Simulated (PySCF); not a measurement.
# CdP (quartet): the SCF solver's settings

Aim: find out which solver settings change the answer for CdP (quartet).

Computed with PySCF 2.14.0. Level: each script names its method and basis.

4 further runs of the same task are left out: 1 for a known fault of the program, 3 that didn't finish.

### 1 The system as given

CdP (quartet): 2 atoms, charge 0, spin multiplicity 4.

Bond lengths: Cd1–P2 2.342 Å.

### 2 The run that the others are compared with

The input, input.py:

```python
from pyscf import gto, scf, mp

mol = gto.M(
    atom='Cd 0 0 0; P 0 0 2.342',
    basis='sbkjc',
    ecp={'Cd': 'sbkjc', 'P': 'sbkjc'},
    charge=0,
    spin=3,
    verbose=4,
)
mf = scf.UHF(mol)
mf.kernel()
mp.MP2(mf).kernel()
mf.dip_moment()
print('orbital energies (hartree):', [e[max(0, n-3):n+3].round(4) for e, n in zip(mf.mo_energy, mol.nelec)])
```

Command:

```bash
OMP_NUM_THREADS=1 python input.py
```

The log of this run is left out.

In short: E(SCF) = -172.307882 Eh, 15 cycles, E(MP2) − E(SCF) = -0.21518 Eh, ⟨S²⟩ = 3.777, μ = 1.66 D (of the SCF density).

The bond length is a typed value, not an optimised one. The quartet is typed in the script; nothing here shows that it is the ground state.

### 3 Initial guess chk

Edit 1 changes initial guess: minao → chk.

The input, input.py:

```python
from pyscf import gto, scf, mp

mol = gto.M(
    atom='Cd 0 0 0; P 0 0 2.342',
    basis='sbkjc',
    ecp={'Cd': 'sbkjc', 'P': 'sbkjc'},
    charge=0,
    spin=3,
    verbose=4,
)
mf = scf.UHF(mol)
mf.init_guess = 'chk'
mf.kernel()
mp.MP2(mf).kernel()
mf.dip_moment()
print('orbital energies (hartree):', [e[max(0, n-3):n+3].round(4) for e, n in zip(mf.mo_energy, mol.nelec)])
```

Command:

```bash
OMP_NUM_THREADS=1 python input.py
```

### 4 Cycle limit 200

Edit 2 changes cycle limit: 50 → 200.

Changes to input.py since step 2:

```diff
@@ -11,2 +11,3 @@
 mf = scf.UHF(mol)
+mf.max_cycle = 200
 mf.kernel()
```

### 5 Convergence threshold 1e-13 hartree

Edit 3 changes convergence threshold: default → 1e-13 hartree.

Changes to input.py since step 2:

```diff
@@ -11,2 +11,3 @@
 mf = scf.UHF(mol)
+mf.conv_tol = 1e-13
 mf.kernel()
```

### 6 DIIS space 20

Edit 4 changes DIIS space: default → 20.

Changes to input.py since step 2:

```diff
@@ -11,2 +11,3 @@
 mf = scf.UHF(mol)
+mf.diis_space = 20
 mf.kernel()
```

### 7 Damping 0.95

Edit 5 changes damping: none → 0.95.

Changes to input.py since step 2:

```diff
@@ -11,2 +11,4 @@
 mf = scf.UHF(mol)
+mf.damp = 0.95
+mf.diis_start_cycle = 8
 mf.kernel()
```

Before running it: what results should come out? Wanted: for each run, E(SCF); from base; gap, α spin; SCF dipole; after the SCF.

The runs gave:

```csv
run,E(SCF) (hartree),from base (eV),cycles,"gap, α spin (eV)",SCF dipole (D),after the SCF
base,-172.307882,0,15,8.59,1.66,MP2 correlation -5.855 eV
initial guess chk,-172.307882,0.0000,15,8.59,1.66,MP2 correlation -5.855 eV
cycle limit 200,-172.307882,0.0000,15,8.59,1.66,MP2 correlation -5.855 eV
convergence threshold 1e-13 hartree,-172.307882,0.0000,19,8.59,1.66,MP2 correlation -5.855 eV
DIIS space 20,-172.307882,0.0000,15,8.59,1.66,MP2 correlation -5.855 eV
damping 0.95,-172.307882,0.0000,18,8.59,1.66,MP2 correlation -5.855 eV
```

Distance from each run's final energy (log10 hartree) by cycle:

```csv
run,cycle 1,cycle 2,cycle 3,cycle 5,cycle 8,cycle 12
base,1.5,1.3,0.6,-0.7,-3.0,-7.4
initial guess chk,1.5,1.3,0.6,-0.7,-3.0,-7.4
cycle limit 200,1.5,1.3,0.6,-0.7,-3.0,-7.4
convergence threshold 1e-13 hartree,1.5,1.3,0.6,-0.7,-3.0,-7.4
DIIS space 20,1.5,1.3,0.6,-0.7,-3.0,-7.5
damping 0.95,1.5,1.4,1.3,0.5,-0.3,-4.2
```

In words: With initial guess chk or cycle limit 200 or convergence threshold 1e-13 hartree or DIIS space 20 or damping 0.95 the SCF ends at the base energy. PySCF falls back to minao for a guess that it doesn't know or can't read, so that run repeats the base. The base needs 15 cycles and the run with damping 0.95 needs 18.
